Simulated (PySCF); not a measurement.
# Si2H5ClO (SMILES O[SiH]([SiH3])Cl) at M06-2X/cc-pVDZ

What is the energy change on altering one bond length of Si2H5ClO at M06-2X/cc-pVDZ? 

The calculation is run with PySCF 2.14.0.

2 further runs of the same task are left out: 2 set aside as unsound or not needed.

## (1) The molecule

Si2H5ClO has 9 atoms, charge 0, and is taken as a singlet. As SMILES, `O[SiH]([SiH3])Cl`. The coordinates come from a PBE0-D4/def2-TZVP relaxation. This is one conformer, not always the lowest.

Bond lengths: O1–Si2 1.639 Å, Si2–Si3 2.335 Å, Si2–Cl4 2.068 Å, O1–H5 0.959 Å, Si2–H6 1.486 Å, Si3–H7 1.487 Å, Si3–H8 1.485 Å, Si3–H9 1.487 Å. Some angles: O1–Si2–Si3 107.4°, O1–Si2–Cl4 110.6°, Si3–Si2–Cl4 108.6°, O1–Si2–H6 111.0°, Si3–Si2–H6 114.5°, Cl4–Si2–H6 104.7°, Si2–O1–H5 118.4°, Si2–Si3–H7 110.4°, Si2–Si3–H8 109.5°, Si2–Si3–H9 108.6°.

## (2) A single-point energy at M06-2X/cc-pVDZ

File mol.xyz:

```xyz
9

O      0.516900     0.942100    -1.606400
Si    -0.265600     0.799800    -0.173200
Si     0.351900    -1.250200     0.759300
Cl    -2.313400     0.805800    -0.459000
H      0.374000     1.735000    -2.126800
H     -0.002900     1.975800     0.697100
H      1.819900    -1.291800     0.992500
H     -0.039700    -2.350400    -0.158700
H     -0.352700    -1.412300     2.058200
```

File calc.py:

```python
# O[SiH]([SiH3])Cl
from pyscf import gto, dft

mol = gto.Mole()
mol.atom = 'mol.xyz'
mol.max_memory = 1860
mol.basis = 'cc-pvdz'
mol.verbose = 3
mol.spin = 0
mol.build()

myscf = dft.RKS(mol, xc='m06-2x')
myscf.conv_tol = 1e-10
myscf.grids.level = 5
myscf.kernel()
if not myscf.converged:
    myscf = myscf.newton().run(myscf.mo_coeff, myscf.mo_occ)

energy = myscf.e_tot
print('Final energy', energy)
```

Started as:

```bash
OMP_NUM_THREADS=1 python calc.py
```

What it wrote:

```text
converged SCF energy = -1117.39754542659
Final energy -1117.3975454265874
```

It took 25 s on 1 thread of Intel Xeon 6975P-C (Granite Rapids), shared host; peak memory 0.49 GiB.

## (3) The distorted shape

File calc.py:

```python
from pyscf import gto, dft

molecule = gto.Mole()
molecule.atom = '''
O      1.376218     1.872201    -3.771967
Si    -0.102493     1.603293    -1.063612
Si     1.064413    -2.270646     0.698558
Cl    -3.972274     1.614631    -1.603695
H      1.106176     3.370565    -4.755381
H      0.393938     3.825611     0.581017
H      3.838531    -2.349258     1.139242
H      0.324396    -4.349722    -1.036211
H     -0.666506    -2.668860     3.889434
'''
molecule.basis = 'cc-pvdz'
molecule.unit = 'bohr'
molecule.verbose = 3
molecule.charge = 0
molecule.max_memory = 1860
molecule.build()

mf = dft.RKS(molecule, xc='m06-2x')
mf.conv_tol = 1e-10
mf.grids.level = 5
mf.kernel()
if not mf.converged:
    mf = mf.newton().run(mf.mo_coeff, mf.mo_occ)

e_final = mf.e_tot
print('E(%s) = %.9f' % ('M06-2X', e_final))
```

Started as:

```bash
OMP_NUM_THREADS=1 python calc.py
```

What it wrote:

```text
converged SCF energy = -1117.36070281819
E(M06-2X) = -1117.360702818
```

Run time: 25 s. Hardware: 1 thread of Intel Xeon 6975P-C (Granite Rapids), shared host; peak memory 0.49 GiB.

## (4) What came out

At M06-2X/cc-pVDZ:

```
                                                          quantity           value
                                         first shape: total energy  -1117.39755 Eh
                                        first shape: dipole moment          1.49 D
                                          first shape: HOMO energy        -9.14 eV
                                          first shape: LUMO energy         0.86 eV
                                        first shape: HOMO–LUMO gap        10.00 eV
                                     distorted shape: total energy  -1117.36070 Eh
                                    distorted shape: dipole moment          1.90 D
                                      distorted shape: HOMO energy        -9.17 eV
                                      distorted shape: LUMO energy         0.07 eV
                                    distorted shape: HOMO–LUMO gap         9.24 eV
energy change with the Si3–H9 bond stretched from 1.487 to 1.933 Å        1.003 eV
```

What this shows: With the Si3–H9 bond stretched from 1.487 to 1.933 Å the energy rises by 1.00 eV (23 kcal/mol). The first shape isn't relaxed at this level, so the change isn't measured from a minimum. Mulliken charges (distorted shape) run from -0.35 on O1 to +0.49 on Si2.
